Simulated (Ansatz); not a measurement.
# YIr2Si2: the cost of one run

Program: Ansatz 0.2.0. Level of theory: DFT LDA, scalar-relativistic, plane waves, PAW. These are calculated values, not measurements.

The COD entry's cell or inner coordinates are ideal or old and differ from later refinements, so a difference from it is no clean test against experiment.

### 1 The system as given

Symmetry: I4/mmm, No. 139, tetragonal system. Conventional cell: a = 4.015 Å, b = 4.015 Å, c = 9.835 Å, α = 90.00°, β = 90.00°, γ = 90.00°. Y (site symmetry 4/mmm) is surrounded by 8 Si at 3.08 Å and 8 Ir at 3.17 Å. Si (site symmetry 4mm) is surrounded by 4 Ir at 2.37 Å and 1 Si at 2.38 Å and 4 Y at 3.08 Å. Ir (site symmetry -4m2) has 4 Si at 2.37 Å as nearest neighbours.

As a file:

```xyz
5
Lattice="-2.0073 2.0073 4.9177 2.0073 -2.0073 4.9177 2.0073 2.0073 -4.9177" Properties=species:S:1:pos:R:3 pbc="T T T"
Y     0.0000    0.0000    0.0000
Si    0.0000    0.0000    3.7258
Si    0.0000    0.0000    6.1096
Ir    0.0000    2.0073    2.4588
Ir    2.0073    0.0000    2.4588
```

This cell comes from an earlier session at LDA: 15.852 Å³/atom at -0.01 GPa, on a 14×14×14 mesh.

### 2 Antiferromagnetic, in the cell as typed

Input file input.yaml:

```yaml
crystal:
  lattice:
    - [-2.0072969798, 2.0072969798, 4.9176777635]
    - [2.0072969798, -2.0072969798, 4.9176777635]
    - [2.0072969798, 2.0072969798, -4.9176777635]
  atoms:
    - { symbol: "Y", position: [0.0, 0.0, 0.0] }
    - { symbol: Si, position: [0.3788168885, 0.3788168885, 0.0] }
    - { symbol: Si, position: [0.6211831115, 0.6211831115, 0.0] }
    - { symbol: Ir, position: [0.75, 0.25, 0.5], spin: 1.0 }
    - { symbol: Ir, position: [0.25, 0.75, 0.5], spin: -1.0 }
basis:
  ecutwfc: 420
  ecutrho_ratio: 4
kpoints:
  mp_grid: { grid: [14, 14, 14] }
hamiltonian:
  xc: lda
scf:
  occupations: { method: gaussian, width: 0.05 }
  lower_state_search: "off"
output:
  forces: true
  stress: true
  eigenvalues: true
  populations: true
magnetization:
  spin_polarized: true
```

Started as:

```
ansatz run input.yaml --threads 2 --pin off --max-ram 5120MiB --backend cpu --events-out ev --progress --plain --runs-dir out
```

Q: Estimate wall time and peak memory on 2 threads of Intel Xeon at 2.70GHz, shared host.

About 2.1 min, with a peak of 1.1 GiB.
